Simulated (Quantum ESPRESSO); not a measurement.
# TaAs (I4_1md) in Quantum ESPRESSO: equation of state

Aim: energy against volume of TaAs in PBE, for its equilibrium volume and stiffness.

All numbers are computed with Quantum ESPRESSO 7.5; they aren't measurements. Logs are shortened: lines on timing, memory, paths and dates and some standing lists are left out, and cuts for length are marked.

## Step 1: Starting point

It takes space group I4_1md (No. 109, tetragonal). Conventional cell: a = 3.444 Å, b = 3.444 Å, c = 11.736 Å, α = 90.00°, β = 90.00°, γ = 90.00°. Around Ta (site symmetry 2mm) lie 6 As at 2.61 to 2.62 Å. Around As (site symmetry 2mm) lie 6 Ta at 2.61 to 2.62 Å.

The cell is a database's computed one.

## Step 2: Single point, PBE, 16.35 Å³/atom

pw.in

```
&CONTROL
  calculation = 'scf'
  prefix = 'pwscf'
  outdir = './tmp'
  pseudo_dir = './pseudo'
  tprnfor = .true.
  tstress = .true.
  disk_io = 'nowf'
/
&SYSTEM
  ibrav = 0
  nat = 4
  ntyp = 2
  ecutwfc = 55
  ecutrho = 440
  nbnd = 26
  occupations = 'smearing'
  smearing = 'fd'
  degauss = 0.00367493
/
&ELECTRONS
  conv_thr = 8d-10
  electron_maxstep = 120
  mixing_beta = 0.5
/
ATOMIC_SPECIES
Ta   180.9479 Ta_pbe_v1.uspp.F.UPF
As    74.9216 As.pbe-n-rrkjus_psl.0.2.UPF
CELL_PARAMETERS angstrom
  -1.6866644514    1.6866644514    5.7481540155
   1.6866644514   -1.6866644514    5.7481540155
   1.6866644514    1.6866644514   -5.7481540155
ATOMIC_POSITIONS crystal
Ta     0.4999673000    0.4999673000    0.0000000000
Ta     0.2499673000    0.7499673000    0.5000000000
As     0.0826321200    0.0826321200    0.0000000000
As     0.8326321200    0.3326321200    0.5000000000
K_POINTS automatic
11 11 11 0 0 0
```

Potentials or basis: SSSP 1.3 efficiency PBE.

On the command line:

```
OMP_NUM_THREADS=1 mpirun -n 2 pw.x -nk 2 -in pw.in > pw.out
```

pw.out:

```text
This program is part of the open-source Quantum ESPRESSO suite
     for quantum simulation of materials; please cite
         "P. Giannozzi et al., J. Phys.:Condens. Matter 21 395502 (2009);
         "P. Giannozzi et al., J. Phys.:Condens. Matter 29 465901 (2017);
         "P. Giannozzi et al., J. Chem. Phys. 152 154105 (2020);
     in publications or presentations arising from this work. More details at

     Message from routine setup:
     using ibrav=0 with symmetry is DISCOURAGED, use correct ibrav instead

     K-points division:     npool     =       2
     Subspace diagonalization in iterative solution of the eigenvalue problem:
     a serial algorithm will be used

     G-vector sticks info
     --------------------
     sticks:   dense  smooth     PW     G-vecs:    dense   smooth      PW
     Sum        3431    1707    549                68909    24239    4429

     Using Slab Decomposition

     bravais-lattice index     =            0
     lattice parameter (alat)  =      11.7606  a.u.
     unit-cell volume          =     441.4102 (a.u.)^3
     number of atoms/cell      =            4
     number of atomic types    =            2
     number of electrons       =        36.00
     number of Kohn-Sham states=           26
     kinetic-energy cutoff     =      55.0000  Ry
     charge density cutoff     =     440.0000  Ry
     scf convergence threshold =      8.0E-10
     mixing beta               =       0.5000
     number of iterations used =            8  plain     mixing
     Exchange-correlation= PBE
                           (   1   4   3   4   0   0   0)

     celldm(1)=  11.760558  celldm(2)=   0.000000  celldm(3)=   0.000000
     celldm(4)=   0.000000  celldm(5)=   0.000000  celldm(6)=   0.000000

     crystal axes: (cart. coord. in units of alat)
               a(1) = (  -0.271019   0.271019   0.923633 )
               a(2) = (   0.271019  -0.271019   0.923633 )
               a(3) = (   0.271019   0.271019  -0.923633 )

     reciprocal axes: (cart. coord. in units 2 pi/alat)
               b(1) = ( -0.000000  1.844890  0.541341 )
               b(2) = (  1.844890 -0.000000  0.541341 )
               b(3) = (  1.844890  1.844890  0.000000 )

     PseudoPot. # 1 for Ta read from file:
     Ta_pbe_v1.uspp.F.UPF
     Pseudo is Ultrasoft + core correction, Zval = 13.0
     Generated by new atomic code, or converted to UPF format
     Using radial grid of  921 points,  7 beta functions with:
                l(1) =   0
                l(2) =   0
                l(3) =   1
                l(4) =   1
                l(5) =   2
                l(6) =   2
                l(7) =   3
     Q(r) pseudized with  6 coefficients,  rinner =    1.300   1.300   1.300
                                                       1.300   1.300   1.300
                                                       1.300

     PseudoPot. # 2 for As read from file:
     As.pbe-n-rrkjus_psl.0.2.UPF
     Pseudo is Ultrasoft + core correction, Zval =  5.0
     Generated using "atomic" code by A. Dal Corso  v.5.0.99 svn rev. 10869
     Using radial grid of 1209 points,  4 beta functions with:
                l(1) =   0
                l(2) =   0
                l(3) =   1
                l(4) =   1
     Q(r) pseudized with 0 coefficients

     atomic species   valence    mass     pseudopotential
     Ta               13.00   180.94790     Ta( 1.00)
     As                5.00    74.92160     As( 1.00)

      8 Sym. Ops. (no inversion) found ( 4 have fractional translation)

   Cartesian axes

     site n.     atom                  positions (alat units)
         1        Ta     tau(   1) = (   0.0000000  -0.0000000   0.9235724  )
         2        Ta     tau(   2) = (   0.2710189   0.0000000   0.4617560  )
         3        As     tau(   3) = (  -0.0000000   0.0000000   0.1526435  )
         4        As     tau(   4) = (   0.0000000   0.2710189   0.6144598  )

     number of k points=   126  Fermi-Dirac smearing, width (Ry)=  0.0037

     Number of k-points >= 100: set verbosity='high' to print them.

     Dense  grid:    68909 G-vectors     FFT dimensions: (  80,  80,  80)

     Smooth grid:    24239 G-vectors     FFT dimensions: (  60,  60,  60)

     Initial potential from superposition of free atoms

     starting charge      35.9973, renormalised to      36.0000

     negative rho (up, down):  1.876E-01 0.000E+00
     Starting wfcs are   34 randomized atomic wfcs

     Self-consistent Calculation

     iteration #  1     ecut=    55.00 Ry     beta= 0.50
     Davidson diagonalization with overlap
     ethr =  1.00E-02,  avg # of iterations =  2.2

     Threshold (ethr) on eigenvalues was too large:
     Diagonalizing with lowered threshold

     Davidson diagonalization with overlap
     ethr =  1.78E-04,  avg # of iterations =  3.9

     negative rho (up, down):  1.927E-01 0.000E+00

     total energy              =    -320.28855644 Ry
     estimated scf accuracy    <       0.06968275 Ry

     iteration #  2     ecut=    55.00 Ry     beta= 0.50
     Davidson diagonalization with overlap
     ethr =  1.94E-04,  avg # of iterations =  2.0

     negative rho (up, down):  1.954E-01 0.000E+00

     total energy              =    -320.30063531 Ry
     estimated scf accuracy    <       0.01013671 Ry

     iteration #  3     ecut=    55.00 Ry     beta= 0.50
     Davidson diagonalization with overlap
     ethr =  2.82E-05,  avg # of iterations =  2.0

     negative rho (up, down):  1.982E-01 0.000E+00

     total energy              =    -320.30189640 Ry
     estimated scf accuracy    <       0.00170507 Ry

     iteration #  4     ecut=    55.00 Ry     beta= 0.50
     Davidson diagonalization with overlap
     ethr =  4.74E-06,  avg # of iterations =  2.2

     negative rho (up, down):  1.986E-01 0.000E+00

     total energy              =    -320.30194588 Ry
     estimated scf accuracy    <       0.00006389 Ry

     iteration #  5     ecut=    55.00 Ry     beta= 0.50
     Davidson diagonalization with overlap
     ethr =  1.77E-07,  avg # of iterations =  2.5

     negative rho (up, down):  1.987E-01 0.000E+00

     total energy              =    -320.30195462 Ry
     estimated scf accuracy    <       0.00000296 Ry

     iteration #  6     ecut=    55.00 Ry     beta= 0.50
     Davidson diagonalization with overlap
     ethr =  8.23E-09,  avg # of iterations =  2.1

     negative rho (up, down):  1.987E-01 0.000E+00

     total energy              =    -320.30195523 Ry
     estimated scf accuracy    <       0.00000010 Ry

     iteration #  7     ecut=    55.00 Ry     beta= 0.50
     Davidson diagonalization with overlap
     ethr =  2.76E-10,  avg # of iterations =  2.3

     negative rho (up, down):  1.987E-01 0.000E+00

     total energy              =    -320.30195523 Ry
     estimated scf accuracy    <       0.00000003 Ry

     iteration #  8     ecut=    55.00 Ry     beta= 0.50
     Davidson diagonalization with overlap
     ethr =  7.34E-11,  avg # of iterations =  2.1

     negative rho (up, down):  1.987E-01 0.000E+00

     total energy              =    -320.30195524 Ry
     estimated scf accuracy    <          2.0E-09 Ry

     iteration #  9     ecut=    55.00 Ry     beta= 0.50
     Davidson diagonalization with overlap
     ethr =  5.54E-12,  avg # of iterations =  2.0

     negative rho (up, down):  1.987E-01 0.000E+00

     End of self-consistent calculation

     Number of k-points >= 100: set verbosity='high' to print the bands.

     the Fermi energy is    16.2385 ev

!    total energy              =    -320.30195524 Ry
     estimated scf accuracy    <          4.8E-11 Ry
     smearing contrib. (-TS)   =      -0.00031906 Ry
     internal energy E=F+TS    =    -320.30163618 Ry

     The total energy is F=E-TS. E is the sum of the following terms:
     one-electron contribution =     -41.02384420 Ry
     hartree contribution      =      38.44429067 Ry
     xc contribution           =    -103.47097175 Ry
     ewald contribution        =    -214.25111090 Ry

     convergence has been achieved in   9 iterations

     negative rho (up, down):  1.987E-01 0.000E+00

     Forces acting on atoms (cartesian axes, Ry/au):

     atom    1 type  1   force =     0.00000000   -0.00000000    0.00207154
     atom    2 type  1   force =     0.00000000   -0.00000000    0.00207154
     atom    3 type  2   force =    -0.00000000    0.00000000   -0.00207154
     atom    4 type  2   force =     0.00000000    0.00000000   -0.00207154

     Total force =     0.004143     Total SCF correction =     0.000000

     Computing stress (Cartesian axis) and pressure

     negative rho (up, down):  1.987E-01 0.000E+00
          total   stress  (Ry/bohr**3)                   (kbar)     P=      160.97
   0.00116776   0.00000000   0.00000000          171.78        0.00        0.00
   0.00000000   0.00116776  -0.00000000            0.00      171.78       -0.00
   0.00000000   0.00000000   0.00094726            0.00        0.00      139.35

=------------------------------------------------------------------------------=
   JOB DONE.
=------------------------------------------------------------------------------=
```

Run time: 3.8 min. Hardware: 2 MPI ranks of Arm Neoverse V1, shared host; peak memory 0.74 GiB.

What came out:

```
Free energy            : -4357.9301 eV
Pressure               : 16.1 GPa
Largest force          : 0.053 eV/Å
Band gap on the k mesh : none (metal or under the smearing width)
```

## Step 3: Single point, PBE, 16.70 Å³/atom

pw.in, as its differences from that of step 2:

```diff
@@ -29,5 +29,5 @@
 CELL_PARAMETERS angstrom
-  -1.6866644514    1.6866644514    5.7481540155
-   1.6866644514   -1.6866644514    5.7481540155
-   1.6866644514    1.6866644514   -5.7481540155
+  -1.6985427614    1.6985427614    5.7886353071
+   1.6985427614   -1.6985427614    5.7886353071
+   1.6985427614    1.6985427614   -5.7886353071
 ATOMIC_POSITIONS crystal
```

Potentials or basis: SSSP 1.3 efficiency PBE.

On the command line:

```
OMP_NUM_THREADS=1 mpirun -n 2 pw.x -nk 2 -in pw.in > pw.out
```

Wall time 3.7 min (2 MPI ranks of Arm Neoverse V1, shared host); peak memory 0.76 GiB.

Results (log left out):

```yaml
Free_energy: -4358.0483 eV
Pressure: 11.1 GPa
Largest_force: 0.041 eV/Å
Band_gap_on_the_k_mesh: none (metal or under the smearing width)
```

## Step 4: Single point, PBE, 17.05 Å³/atom

pw.in, as its differences from that of step 3:

```diff
@@ -29,5 +29,5 @@
 CELL_PARAMETERS angstrom
-  -1.6985427614    1.6985427614    5.7886353071
-   1.6985427614   -1.6985427614    5.7886353071
-   1.6985427614    1.6985427614   -5.7886353071
+  -1.7102572196    1.7102572196    5.8285581915
+   1.7102572196   -1.7102572196    5.8285581915
+   1.7102572196    1.7102572196   -5.8285581915
 ATOMIC_POSITIONS crystal
```

Potentials or basis: SSSP 1.3 efficiency PBE.

On the command line:

```
OMP_NUM_THREADS=1 mpirun -n 2 pw.x -nk 2 -in pw.in > pw.out
```

pw.out:

```text
This program is part of the open-source Quantum ESPRESSO suite
     for quantum simulation of materials; please cite
         "P. Giannozzi et al., J. Phys.:Condens. Matter 21 395502 (2009);
         "P. Giannozzi et al., J. Phys.:Condens. Matter 29 465901 (2017);
         "P. Giannozzi et al., J. Chem. Phys. 152 154105 (2020);
     in publications or presentations arising from this work. More details at

     Message from routine setup:
     using ibrav=0 with symmetry is DISCOURAGED, use correct ibrav instead

     K-points division:     npool     =       2
     Subspace diagonalization in iterative solution of the eigenvalue problem:
     a serial algorithm will be used

     G-vector sticks info
     --------------------
     sticks:   dense  smooth     PW     G-vecs:    dense   smooth      PW
     Sum        3523    1765    561                71797    25393    4549
[... 168 lines left out ...]
     Davidson diagonalization with overlap
     ethr =  5.16E-12,  avg # of iterations =  2.0

     negative rho (up, down):  1.990E-01 0.000E+00

     End of self-consistent calculation

     Number of k-points >= 100: set verbosity='high' to print the bands.

     the Fermi energy is    15.4725 ev

!    total energy              =    -320.31632007 Ry
     estimated scf accuracy    <          2.3E-11 Ry
     smearing contrib. (-TS)   =      -0.00033297 Ry
     internal energy E=F+TS    =    -320.31598710 Ry

     The total energy is F=E-TS. E is the sum of the following terms:
     one-electron contribution =     -45.11681672 Ry
     hartree contribution      =      39.38598485 Ry
     xc contribution           =    -103.28960958 Ry
     ewald contribution        =    -211.29554566 Ry

     convergence has been achieved in   9 iterations

     negative rho (up, down):  1.990E-01 0.000E+00

     Forces acting on atoms (cartesian axes, Ry/au):

     atom    1 type  1   force =     0.00000000   -0.00000000    0.00116907
     atom    2 type  1   force =     0.00000000   -0.00000000    0.00116907
     atom    3 type  2   force =    -0.00000000    0.00000000   -0.00116907
     atom    4 type  2   force =    -0.00000000    0.00000000   -0.00116907

     Total force =     0.002338     Total SCF correction =     0.000000

     Computing stress (Cartesian axis) and pressure

     negative rho (up, down):  1.990E-01 0.000E+00
          total   stress  (Ry/bohr**3)                   (kbar)     P=       66.76
   0.00049526   0.00000000  -0.00000000           72.86        0.00       -0.00
  -0.00000000   0.00049526  -0.00000000           -0.00       72.86       -0.00
   0.00000000   0.00000000   0.00037089            0.00        0.00       54.56

=------------------------------------------------------------------------------=
   JOB DONE.
=------------------------------------------------------------------------------=
```

Wall time 3.7 min (2 MPI ranks of Arm Neoverse V1, shared host); peak memory 0.78 GiB.

What came out:

* Free energy: -4358.1256 eV
* Pressure: 6.7 GPa
* Largest force: 0.030 eV/Å
* Band gap on the k mesh: none (metal or under the smearing width)

## Step 5: Single point, PBE, 17.40 Å³/atom

pw.in, as its differences from that of step 4:

```diff
@@ -29,5 +29,5 @@
 CELL_PARAMETERS angstrom
-  -1.7102572196    1.7102572196    5.8285581915
-   1.7102572196   -1.7102572196    5.8285581915
-   1.7102572196    1.7102572196   -5.8285581915
+  -1.7218133622    1.7218133622    5.8679415361
+   1.7218133622   -1.7218133622    5.8679415361
+   1.7218133622    1.7218133622   -5.8679415361
 ATOMIC_POSITIONS crystal
```

On the command line:

```
OMP_NUM_THREADS=1 mpirun -n 2 pw.x -nk 2 -in pw.in > pw.out
```

Run time: 3.7 min. Hardware: 2 MPI ranks of Arm Neoverse V1, shared host; peak memory 0.84 GiB.

Results (log left out):

```yaml
Free_energy: -4358.1661 eV
Pressure: 2.7 GPa
Largest_force: 0.020 eV/Å
Band_gap_on_the_k_mesh: none (metal or under the smearing width)
```

## Step 6: Single point, PBE, 17.74 Å³/atom

pw.in, as its differences from that of step 5:

```diff
@@ -29,5 +29,5 @@
 CELL_PARAMETERS angstrom
-  -1.7218133622    1.7218133622    5.8679415361
-   1.7218133622   -1.7218133622    5.8679415361
-   1.7218133622    1.7218133622   -5.8679415361
+  -1.7332164320    1.7332164320    5.9068032086
+   1.7332164320   -1.7332164320    5.9068032086
+   1.7332164320    1.7332164320   -5.9068032086
 ATOMIC_POSITIONS crystal
```

Potentials or basis: SSSP 1.3 efficiency PBE.

On the command line:

```
OMP_NUM_THREADS=1 mpirun -n 2 pw.x -nk 2 -in pw.in > pw.out
```

It took 3.9 min on 2 MPI ranks of Arm Neoverse V1, shared host; peak memory 0.84 GiB.

The run converged. Its results:

```
Free energy            : -4358.1737 eV
Pressure               : -0.9 GPa
Largest force          : 0.011 eV/Å
Band gap on the k mesh : none (metal or under the smearing width)
```

## Step 7: Single point, PBE, 18.09 Å³/atom

pw.in, as its differences from that of step 6:

```diff
@@ -29,5 +29,5 @@
 CELL_PARAMETERS angstrom
-  -1.7332164320    1.7332164320    5.9068032086
-   1.7332164320   -1.7332164320    5.9068032086
-   1.7332164320    1.7332164320   -5.9068032086
+  -1.7444713995    1.7444713995    5.9451601484
+   1.7444713995   -1.7444713995    5.9451601484
+   1.7444713995    1.7444713995   -5.9451601484
 ATOMIC_POSITIONS crystal
```

On the command line:

```
OMP_NUM_THREADS=1 mpirun -n 2 pw.x -nk 2 -in pw.in > pw.out
```

Wall time 3.9 min (2 MPI ranks of Arm Neoverse V1, shared host); peak memory 0.86 GiB.

Results (log left out):

```yaml
Free_energy: -4358.1516 eV
Pressure: -4.2 GPa
Band_gap_on_the_k_mesh: none (metal or under the smearing width)
```

## Step 8: Single point, PBE, 18.44 Å³/atom

pw.in, as its differences from that of step 7:

```diff
@@ -29,5 +29,5 @@
 CELL_PARAMETERS angstrom
-  -1.7444713995    1.7444713995    5.9451601484
-   1.7444713995   -1.7444713995    5.9451601484
-   1.7444713995    1.7444713995   -5.9451601484
+  -1.7555829819    1.7555829819    5.9830284314
+   1.7555829819   -1.7555829819    5.9830284314
+   1.7555829819    1.7555829819   -5.9830284314
 ATOMIC_POSITIONS crystal
```

On the command line:

```
OMP_NUM_THREADS=1 mpirun -n 2 pw.x -nk 2 -in pw.in > pw.out
```

Run time: 4 min. Hardware: 2 MPI ranks of Arm Neoverse V1, shared host; peak memory 0.86 GiB.

Results (log left out):

```
Free energy            : -4358.1029 eV
Pressure               : -7.1 GPa
Largest force          : 0.005 eV/Å
Band gap on the k mesh : none (metal or under the smearing width)
```

## Step 9: Equation of state, PBE

Potentials or basis: SSSP 1.3 efficiency PBE.

This step only gathers the single runs of the series.

Results:

```yaml
Equilibrium_volume: 17.65 Å³/atom
Bulk_modulus_at_fixed_shape_and_positions: 178 GPa
Pressure_derivative_of_the_bulk_modulus: 4.4
```

Energy against volume, from the lowest point:
| volume (Å³/atom) | energy (meV/atom) |
| --- | --- |
| 16.353 | 60.89 |
| 16.700 | 31.35 |
| 17.048 | 12.03 |
| 17.396 | 1.89 |
| 17.744 | 0.00 |
| 18.092 | 5.52 |
| 18.440 | 17.69 |

Caveat: the cell was scaled at fixed shape and fractional positions, which overstates the stiffness of a crystal with free parameters, most of all of layers and chains.
